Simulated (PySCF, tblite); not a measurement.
# C6H9FO: a rotation path, then NMR shifts on frames

How do NMR shifts of C6H9FO (`CCO[C@@]1(C)C=C1F`) change as the atoms move?

Computed with tblite 0.8.0 and PySCF 2.14.0, with density-fitted response routines of our own, on a single molecule in the gas phase. Atoms are numbered from 0 throughout.

### 1 The starting structure

17 atoms, charge 0, multiplicity 1; geometry from: GFN2-xTB.

Bonds of the start (Å): C0–C1 1.52, C1–O2 1.42, O2–C3 1.40, C3–C4 1.52, C3–C5 1.53, C5–C6 1.30, C6–F7 1.32, C6–C3 1.48, C0–H8 1.09, C0–H9 1.09, C0–H10 1.09, C1–H11 1.10, C1–H12 1.10, C4–H13 1.09, C4–H14 1.09, C4–H15 1.09, C5–H16 1.06.

### 2 The rotation path with GFN2-xTB

The job: settings as JSON, then the geometry in Å.

```
{"job": {"kind": "neb", "xc": "GFN2-xTB", "basis": "xTB", "atoms": [6, 3, 2, 1], "turn": 120}, "charge": 0, "multiplicity": 1}
C      2.641909    -0.164049    -0.191145
C      1.210859     0.283311    -0.439336
O      0.372993    -0.366791     0.501634
C     -1.000354    -0.188571     0.288079
C     -1.556866     1.103968     0.854461
C     -1.635464    -0.837916    -0.940979
C     -1.820559    -1.418989     0.207347
F     -2.358597    -2.412108     0.885362
H      2.720393    -1.239382    -0.324739
H      3.313321     0.334814    -0.884776
H      2.931505     0.078980     0.827368
H      0.896945     0.015811    -1.459154
H      1.130379     1.374414    -0.328875
H     -1.300115     1.182322     1.908901
H     -1.133760     1.960110     0.332249
H     -2.637404     1.127052     0.746519
H     -1.782184    -0.820945    -1.992826
```

Level: GFN2-xTB climbing-image nudged elastic band, gas phase.

Run with:

```console
$ OMP_NUM_THREADS=1 python probes_run.py task.json out
```

This one command runs all jobs of the session in turn.

Log:

```text
image   E - E0 / eV
  0      -0.0000
  1       0.0200
  2       0.0669
  3       0.1338
  4       0.1436
  5       0.0884
  6       0.0463
  7       0.0187
  8      -0.0000
```

It took 7.2 s on 1 thread of Intel Xeon at 2.70GHz, shared host; peak memory 0.18 GiB.

The final band, with the dihedral C6–C3–O2–C1:

| image | dihedral (°) | energy (eV) | energy (kcal/mol) |
| --- | --- | --- | --- |
| 0 | 127 | 0.000 | 0.0 |
| 1 | 147 | 0.020 | 0.5 |
| 2 | 168 | 0.067 | 1.5 |
| 3 | 192 | 0.134 | 3.1 |
| 4 | 218 | 0.144 | 3.3 |
| 5 | 244 | 0.088 | 2.0 |
| 6 | 265 | 0.046 | 1.1 |
| 7 | 284 | 0.019 | 0.4 |
| 8 | 303 | 0.000 | 0.0 |

### 3 Shielding tensors: image 0, PBE0/pcSseg-1

The job: settings as JSON, then the geometry in Å.

```
{"job": {"kind": "nmr", "xc": "PBE0", "basis": "pcSseg-1", "pop": false}, "charge": 0, "multiplicity": 1}
C      2.641900    -0.164000    -0.191100
C      1.210900     0.283300    -0.439300
O      0.373000    -0.366800     0.501600
C     -1.000400    -0.188600     0.288100
C     -1.556900     1.104000     0.854500
C     -1.635500    -0.837900    -0.941000
C     -1.820600    -1.419000     0.207300
F     -2.358600    -2.412100     0.885400
H      2.720400    -1.239400    -0.324700
H      3.313300     0.334800    -0.884800
H      2.931500     0.079000     0.827400
H      0.896900     0.015800    -1.459200
H      1.130400     1.374400    -0.328900
H     -1.300100     1.182300     1.908900
H     -1.133800     1.960100     0.332200
H     -2.637400     1.127100     0.746500
H     -1.782200    -0.820900    -1.992800
```

With the program's defaults for keys left out, this is: GIAO PBE0/pcSseg-1 NMR shielding, non-relativistic, gas phase.

Log:

```text
coarse grid: 14272 points
cycle   1  E = -408.3465661667  dE =  1.215e+00  |g| = 7.040e-01  |ddm| = 3.635e+00
cycle   2  E = -408.2720409358  dE =  7.453e-02  |g| = 9.645e-01  |ddm| = 1.399e+00
cycle   3  E = -408.4401704323  dE = -1.681e-01  |g| = 1.149e-01  |ddm| = 9.244e-01
cycle   4  E = -408.4426284430  dE = -2.458e-03  |g| = 3.448e-02  |ddm| = 1.165e-01
cycle   5  E = -408.4428748238  dE = -2.464e-04  |g| = 9.934e-03  |ddm| = 3.311e-02
cycle   6  E = -408.4428898017  dE = -1.498e-05  |g| = 4.961e-03  |ddm| = 1.156e-02
cycle   7  E = -408.4428949795  dE = -5.178e-06  |g| = 9.467e-04  |ddm| = 4.507e-03
final grid: 138408 points
cycle   8  E = -408.5085387636  dE = -3.836e-05  |g| = 1.270e-02  |ddm| = 3.774e-02
cycle   9  E = -408.5085049526  dE =  3.381e-05  |g| = 1.881e-02  |ddm| = 2.150e-02
cycle  10  E = -408.5085695708  dE = -6.462e-05  |g| = 1.914e-03  |ddm| = 1.371e-02
cycle  11  E = -408.5085703768  dE = -8.060e-07  |g| = 3.506e-04  |ddm| = 1.934e-03
cycle  12  E = -408.5085703982  dE = -2.144e-08  |g| = 1.834e-04  |ddm| = 4.035e-04
cycle  13  E = -408.5085704059  dE = -7.655e-09  |g| = 3.518e-05  |ddm| = 1.628e-04
cycle  14  E = -408.5085704062  dE = -2.684e-10  |g| = 8.719e-06  |ddm| = 4.536e-05
converged SCF energy = -408.5085704062

GIAO shielding tensors (ppm)
atom      isotropic    diamagn.    paramagn.     s11        s22        s33       span
  0 C      168.978     246.688     -77.710    154.105    166.605    186.226     32.121
  1 C      124.540     246.709    -122.169     95.193    112.596    165.830     70.637
  2 O      234.854     401.008    -166.154    169.724    207.516    327.322    157.598
  3 C      115.958     236.744    -120.786     72.399     88.628    186.847    114.448
  4 C      163.969     246.219     -82.250    132.684    170.375    188.849     56.165
  5 C       93.534     257.357    -163.824     13.309     93.683    173.608    160.299
  6 C       16.168     258.917    -242.749   -108.122     64.589     92.038    200.160
  7 F      303.923     470.362    -166.438    156.910    259.646    495.214    338.305
  8 H       30.426      29.553       0.873     26.312     28.820     36.145      9.833
  9 H       30.702      27.918       2.784     26.714     27.790     37.602     10.887
 10 H       30.307      29.388       0.919     26.228     28.706     35.987      9.759
 11 H       28.402      32.480      -4.078     24.089     29.230     31.888      7.799
 12 H       27.954      32.036      -4.082     22.660     28.913     32.290      9.630
 13 H       29.760      29.121       0.639     26.279     27.591     35.411      9.131
 14 H       29.402      30.115      -0.713     25.150     29.132     33.925      8.775
 15 H       31.059      29.327       1.732     26.812     29.095     37.271     10.460
 16 H       25.874      32.581      -6.707     23.667     25.777     28.179      4.512
```

It took 54 s on 1 thread of Intel Xeon at 2.70GHz, shared host; peak memory 0.82 GiB.

Shifts follow as δ = σ(reference) − σ, with reference shieldings (ppm) from runs at the same level and on the same kind of geometry: 1H TMS 31.72, 13C TMS 186.9, 19F CFCl3 170.9, 17O H2O 336.1. The references are single molecules in the gas phase, so shifts against H2O, NH3, PH3, H3PO4 or CFCl3 are not on the usual liquid scales and can be off by tens of ppm. Each atom is listed at this fixed geometry, with no averaging over motion; a spectrum would average atoms that exchange fast.

| atoms | environment | σ (ppm) | δ (ppm) |
| --- | --- | --- | --- |
| C6 | fully substituted alkene carbon | 16.2 | 170.8 |
| C5 | alkene CH | 93.5 | 93.4 |
| C3 | three-membered-ring carbon | 116.0 | 71.0 |
| C1 | sp3 CH2 bonded to O | 124.5 | 62.4 |
| C4 | methyl carbon | 164.0 | 23.0 |
| C0 | methyl carbon | 169.0 | 17.9 |
| H16 | hydrogen on an alkene CH | 25.87 | 5.84 |
| H12 | hydrogen on an sp3 CH2 bonded to O | 27.95 | 3.76 |
| H11 | hydrogen on an sp3 CH2 bonded to O | 28.40 | 3.31 |
| H14 | hydrogen on a methyl carbon | 29.40 | 2.31 |
| H13 | hydrogen on a methyl carbon | 29.76 | 1.96 |
| H10 | hydrogen on a methyl carbon | 30.31 | 1.41 |
| H8 | hydrogen on a methyl carbon | 30.43 | 1.29 |
| H9 | hydrogen on a methyl carbon | 30.70 | 1.02 |
| H15 | hydrogen on a methyl carbon | 31.06 | 0.66 |
| O2 | ether oxygen | 234.9 | 101.2 |
| F7 | vinylic fluorine | 303.9 | -133.0 |

Ring of atoms C3, C5, C6: NICS(0) -31.0, NICS(1) -6.2, NICS(1)zz -11.4 ppm (means of both faces).

The two faces differ (NICS(1)zz -8.2 and -14.6 ppm).

In rings of three or four atoms NICS is ruled by the nearby σ bonds, so it says little on aromaticity.

### 4 NMR shieldings: image 2, PBE0/pcSseg-1

The job: settings as JSON, then the geometry in Å.

```
{"job": {"kind": "nmr", "xc": "PBE0", "basis": "pcSseg-1", "pop": false}, "charge": 0, "multiplicity": 1}
C      2.652400    -0.143900    -0.224600
C      1.243600     0.427800    -0.192000
O      0.353800    -0.581600     0.255600
C     -1.020200    -0.297800     0.153300
C     -1.442900     1.102000     0.554700
C     -1.838800    -1.078900    -0.877600
C     -1.915900    -1.451800     0.366900
F     -2.427000    -2.278800     1.259800
H      2.725400    -0.935900    -0.964000
H      3.358100     0.644500    -0.472700
H      2.904500    -0.554400     0.748800
H      0.953300     0.778000    -1.191900
H      1.215300     1.280900     0.500400
H     -1.044900     1.343500     1.538600
H     -1.082100     1.838200    -0.161600
H     -2.526800     1.157700     0.588300
H     -2.114800    -1.237600    -1.891700
```

Level: GIAO PBE0/pcSseg-1 NMR shielding, non-relativistic, gas phase.

Log:

```text
coarse grid: 14272 points
cycle   1  E = -408.3438392892  dE =  1.209e+00  |g| = 7.019e-01  |ddm| = 3.649e+00
cycle   2  E = -408.2655906540  dE =  7.825e-02  |g| = 9.720e-01  |ddm| = 1.451e+00
cycle   3  E = -408.4362899380  dE = -1.707e-01  |g| = 1.233e-01  |ddm| = 9.710e-01
cycle   4  E = -408.4391675406  dE = -2.878e-03  |g| = 3.642e-02  |ddm| = 1.313e-01
cycle   5  E = -408.4394241957  dE = -2.567e-04  |g| = 1.251e-02  |ddm| = 3.691e-02
cycle   6  E = -408.4394495774  dE = -2.538e-05  |g| = 5.343e-03  |ddm| = 1.431e-02
cycle   7  E = -408.4394556575  dE = -6.080e-06  |g| = 1.056e-03  |ddm| = 4.974e-03
final grid: 138408 points
cycle   8  E = -408.5061715096  dE = -5.379e-05  |g| = 1.317e-02  |ddm| = 4.024e-02
cycle   9  E = -408.5061357773  dE =  3.573e-05  |g| = 1.943e-02  |ddm| = 2.321e-02
cycle  10  E = -408.5062051448  dE = -6.937e-05  |g| = 1.998e-03  |ddm| = 1.486e-02
cycle  11  E = -408.5062060096  dE = -8.648e-07  |g| = 3.586e-04  |ddm| = 2.148e-03
cycle  12  E = -408.5062060292  dE = -1.953e-08  |g| = 2.234e-04  |ddm| = 4.507e-04
cycle  13  E = -408.5062060406  dE = -1.143e-08  |g| = 4.259e-05  |ddm| = 2.042e-04
cycle  14  E = -408.5062060410  dE = -3.872e-10  |g| = 1.014e-05  |ddm| = 5.415e-05
converged SCF energy = -408.5062060410

GIAO shielding tensors (ppm)
atom      isotropic    diamagn.    paramagn.     s11        s22        s33       span
  0 C      168.713     245.770     -77.057    154.052    165.929    186.156     32.104
  1 C      122.006     246.669    -124.662     95.745    108.387    161.887     66.142
  2 O      232.900     401.197    -168.297    180.497    193.466    324.738    144.241
  3 C      116.580     234.575    -117.995     73.964     89.605    186.171    112.207
  4 C      163.325     248.098     -84.773    140.059    165.243    184.672     44.613
  5 C       88.630     258.271    -169.641      7.820     85.920    172.150    164.330
  6 C       18.186     258.462    -240.275   -102.651     69.000     88.210    190.861
  7 F      303.747     470.398    -166.651    152.981    264.246    494.016    341.035
  8 H       30.332      29.268       1.064     26.296     28.587     36.113      9.817
  9 H       30.707      27.707       3.001     26.648     27.897     37.576     10.928
 10 H       30.311      29.179       1.133     26.365     28.669     35.900      9.534
 11 H       28.118      32.119      -4.001     23.591     28.576     32.187      8.595
 12 H       27.932      32.009      -4.077     22.723     29.422     31.650      8.927
 13 H       29.722      29.997      -0.275     26.267     27.748     35.152      8.885
 14 H       29.487      30.408      -0.921     25.621     29.029     33.812      8.191
 15 H       30.860      29.550       1.310     26.777     29.090     36.714      9.936
 16 H       25.831      32.532      -6.701     23.950     25.239     28.304      4.354
```

Run time: 41 s. Hardware: 1 thread of Intel Xeon at 2.70GHz, shared host; peak memory 0.84 GiB.

Key values: δ C6 168.7, C5 98.3, C3 70.3, C1 64.9, H16 5.89, H12 3.79 ppm.

(Part 1 of 2 ends here.)
